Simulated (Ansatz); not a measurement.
# BCl₂H₆NSi₂: a ladder of functionals and wavefunction methods

Aim: compute BCl₂H₆NSi₂ with functionals from several rungs and with coupled cluster. The yardstick is the atomisation energy at the CCSD(T) limit.

Method: functionals in def2-TZVPP, the program's frozen cores in correlated methods; program: Ansatz 0.2.0, Gaussian basis.

Plan: LDA (SPW92), PBE-D4, revPBE-D4, BLYP-D4, r2SCAN-D4, B97M-V, PBE0-D4, B3LYP-D4, r2SCANh-D4, r2SCAN0-D4, HSE06-D4, BHLYP-D4, CAM-B3LYP-D4, LC-ωPBE, ωB97X-V, ωB97M-V, B2PLYP, PBE-QIDH; CCSD(T)/def2-SVP; CCSD(T)/def2-TZVPP; MP2/def2-QZVPP; extrapolation to the limit; RPA on PBE.

### 1 Structure used throughout

The geometry comes from an earlier relaxation with PBE0-D4 in a triple-zeta def2 set; it is a stationary point, not always the lowest conformer.

SMILES `[SiH3]N([SiH3])B(Cl)Cl`, 12 atoms, charge 0, spin multiplicity 1.

Atoms are counted from 1 here; the program's logs count them from 0.

Bond lengths: Si1–N2 1.766 Å, Si1–H7 1.482 Å, Si1–H8 1.482 Å, Si1–H9 1.482 Å, N2–Si3 1.766 Å, N2–B4 1.402 Å, Si3–H10 1.482 Å, Si3–H11 1.482 Å, Si3–H12 1.482 Å, B4–Cl5 1.765 Å, B4–Cl6 1.765 Å. Angles: N2–Si1–H7 106.8°, N2–Si1–H8 110.4°, N2–Si1–H9 110.4°, H7–Si1–H8 109.5°, H7–Si1–H9 109.5°, H8–Si1–H9 110.1°, Si1–N2–Si3 122.2°, Si1–N2–B4 118.9°, Si3–N2–B4 118.9°, N2–Si3–H10 106.8°, N2–Si3–H11 110.4°, N2–Si3–H12 110.4°, H10–Si3–H11 109.5°, H10–Si3–H12 109.5°, H11–Si3–H12 110.2°, N2–B4–Cl5 121.3°, N2–B4–Cl6 121.3°, Cl5–B4–Cl6 117.3°.

As a file:

```xyz
12

Si   -1.0812   -0.7894    1.0160
N    -0.0223    0.1874   -0.0057
Si    1.2898   -0.5230   -0.9507
B    -0.2305    1.5721   -0.0692
Cl    0.7893    2.6084   -1.0692
Cl   -1.5227    2.3486    0.8479
H    -0.6266   -2.1938    0.8843
H    -2.4861   -0.6789    0.5584
H    -0.9703   -0.3637    2.4308
H     1.2666   -1.9811   -0.6868
H     2.5943    0.0362   -0.5253
H     1.0765   -0.2780   -2.3964
```

### 2 LDA

This LDA is Slater exchange with PW92 correlation.

in.yaml reads:

```yaml
crystal:
  periodic: [false, false, false]
  atoms:
    - {symbol: Si, position_ang: [-1.081159, -0.789367, 1.015989]}
    - {symbol: N, position_ang: [-0.022293, 0.187429, -0.005742]}
    - {symbol: Si, position_ang: [1.289820, -0.522958, -0.950720]}
    - {symbol: B, position_ang: [-0.230474, 1.572111, -0.069160]}
    - {symbol: Cl, position_ang: [0.789280, 2.608397, -1.069152]}
    - {symbol: Cl, position_ang: [-1.522687, 2.348602, 0.847909]}
    - {symbol: H, position_ang: [-0.626610, -2.193801, 0.884299]}
    - {symbol: H, position_ang: [-2.486057, -0.678897, 0.558362]}
    - {symbol: H, position_ang: [-0.970321, -0.363678, 2.430833]}
    - {symbol: H, position_ang: [1.266578, -1.981117, -0.686849]}
    - {symbol: H, position_ang: [2.594305, 0.036190, -0.525314]}
    - {symbol: H, position_ang: [1.076519, -0.278010, -2.396355]}
basis:
  gaussian: {orbitals: def2-TZVPP}
hamiltonian: {xc: lda}
output: {orbitals: {seedname: orbitals}}
```

Launch:

```console
$ ansatz run in.yaml --threads 4 --pin off --events-out ev --progress --plain --max-ram 11315MiB
```

After this run come: PBE-D4 (GGA); revPBE-D4 (GGA); BLYP-D4 (GGA); r2SCAN-D4 (meta-GGA); B97M-V (meta-GGA); B3LYP-D4 (hybrid); r2SCANh-D4 (hybrid); r2SCAN0-D4 (hybrid); HSE06-D4 (hybrid); BHLYP-D4 (hybrid); CAM-B3LYP-D4 (range-separated); LC-ωPBE (range-separated); ωB97X-V (range-separated); ωB97M-V (range-separated); B2PLYP (double hybrid); PBE-QIDH (double hybrid); CCSD(T) in def2-SVP; CCSD(T) in def2-TZVPP; MP2 in def2-QZVPP; RPA on PBE orbitals.

Q: Predict the results of all the runs planned. Wanted: atomisation energy, CCSD(T)/CBS; farthest beyond LDA; mean size of error, GGA; mean size of error, meta-GGA; mean size of error, hybrid; mean size of error, range-separated; mean size of error, double hybrid; gap, smallest and largest; T1 diagnostic.

The runs gave:

```
                               quantity                                                             value
        atomisation energy, CCSD(T)/CBS                                                     4050.1 kJ/mol
 functionals within 20.3 kJ/mol (0.5 %)  r2SCAN-D4, PBE0-D4, B3LYP-D4, r2SCANh-D4, HSE06-D4, CAM-B3LYP-D4
                    farthest beyond LDA                                           BHLYP-D4 (-69.0 kJ/mol)
                mean size of error, GGA                                                       37.1 kJ/mol
           mean size of error, meta-GGA                                                       24.4 kJ/mol
             mean size of error, hybrid                                                       22.1 kJ/mol
    mean size of error, range-separated                                                       30.3 kJ/mol
      mean size of error, double hybrid                                                       39.7 kJ/mol
              gap, smallest and largest                         5.40 eV (LDA (SPW92)), 12.71 eV (LC-ωPBE)
                          T1 diagnostic                                                            0.0116
triples share of the correlation energy                                                             4.1 %
```

What this shows: LDA overbinds by 505.6 kJ/mol (12 %). PBE-D4 misses by +22.5 kJ/mol. Double hybrids carry the basis error of their MP2 part in triple zeta, and no dispersion term here, so their miss is partly the set-up's. Taken by rung, hybrid functionals do best (22.1 kJ/mol on average) and double hybrid ones worst beyond LDA (39.7 kJ/mol). GGA functionals lie within the reference's doubt of that worst mean (37.1 kJ/mol), so those two tie. The gap between the best rungs is small, so their order is not settled. The reference freezes the cores and leaves out relativity and excitations past (T), so misses under about 20.3 kJ/mol can't be ranked. Hartree-Fock recovers 75 % of the binding; the rest is correlation. CCSD(T) in def2-SVP is off by -256.6 kJ/mol, more than most functionals: a good method in a small basis is no reference. The gap grows from 5.4 to 12.7 eV across the functionals, mostly with the share of exact exchange.
